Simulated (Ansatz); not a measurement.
# Ba2SeO: the band gap up the ladder of functionals

The task here is to estimate one member of a computed series from the others.

The runs shown are made with Ansatz 0.2.0. PAW datasets, plane waves. Values at 0 K without nuclear motion; spin polarisation is off, and the phase may be a hypothetical one.

### The system as given

The cell was relaxed beforehand with r2SCAN.

Space group P4/mmm (No. 123), tetragonal; a = 4.401 Å, c = 6.235 Å in the conventional setting, 30.19 Å³ an atom. Around O lie 6 Ba at 3.11–3.12 Å; around Ba lie 4 Se at 3.11 Å and 2 O at 3.12 Å; around Se lie 6 Ba at 3.11–3.12 Å; around Ba lie 4 O at 3.11 Å and 2 Se at 3.12 Å.

The structure in full:

```
O Ba Se
1.0
     4.40105    0.00000    0.00000
     0.00000    4.40105    0.00000
     0.00000    0.00000    6.23515
O Ba Se
1 2 1
Direct
  0.00000 0.00000 0.00000
  0.00000 0.00000 0.50000
  0.50000 0.50000 0.00000
  0.50000 0.50000 0.50000
```

The first run:

Input file input.yaml:

```yaml
crystal:
  lattice:
    - [4.4010517887, 0.0, 0.0]
    - [0.0, 4.4010517887, 0.0]
    - [0.0, 0.0, 6.2351468621]
  atoms:
    - { symbol: O, position: [0.0, 0.0, 0.0] }
    - { symbol: Ba, position: [0.0, 0.0, 0.5] }
    - { symbol: Se, position: [0.5, 0.5, 0.5] }
    - { symbol: Ba, position: [0.5, 0.5, 0.0] }
kpoints:
  mp_grid: { grid: [6, 6, 4] }
  band_path:
    path:
      - [[0.0, 0.0, 0.0], [0.0, 0.5, 0.0], [0.5, 0.5, 0.0], [0.0, 0.0, 0.0], [0.0, 0.0, 0.5], [0.0, 0.5, 0.5], [0.5, 0.5, 0.5], [0.0, 0.0, 0.5]]
      - [[0.0, 0.5, 0.0], [0.0, 0.5, 0.5]]
      - [[0.5, 0.5, 0.0], [0.5, 0.5, 0.5]]
    npoints: 10
hamiltonian:
  xc: pbe
scf:
  occupations: { method: fermi_dirac, width: 0.02 }
  n_extra_bands: 5
output:
  forces: true
  stress: true
  eigenvalues: true
```

Steps of the session up to this table: PBE band path; r2SCAN; HSE06; Single point with PBE+SOC; G0W0 on PBE; PBE0.

One table of the session follows, with a row left open; its other results are not shown here.

| level | gap (eV) |
| --- | --- |
| PBE | 1.48 |
| r2SCAN | ? |
| HSE06 | 2.53 |
| PBE+SOC | 1.45 |
| G0W0@PBE (360 empty bands) | 2.16 |
| PBE0 | 3.25 |

Estimate the missing values for r2SCAN.

**Answer.** gap (eV): 1.81. In the column «gap (eV)» it lies between PBE (1.48) and G0W0@PBE (360 empty bands) (2.16).

Meshes: PBE 6×6×4, r2SCAN 6×6×4, HSE06 4×4×4, PBE+SOC 6×6×4, PBE0 4×4×4

PBE reaches 68 % of the G0W0@PBE value, and r2SCAN 84 %. PBE0 lies 0.72 eV above HSE06, which differs from it by screening the long-range exchange. G0W0 values are finite-basis, finite-mesh values.

Caveats from the session: Warnings in the runs' records: stress scf threshold loose, stress exchange threshold loose.
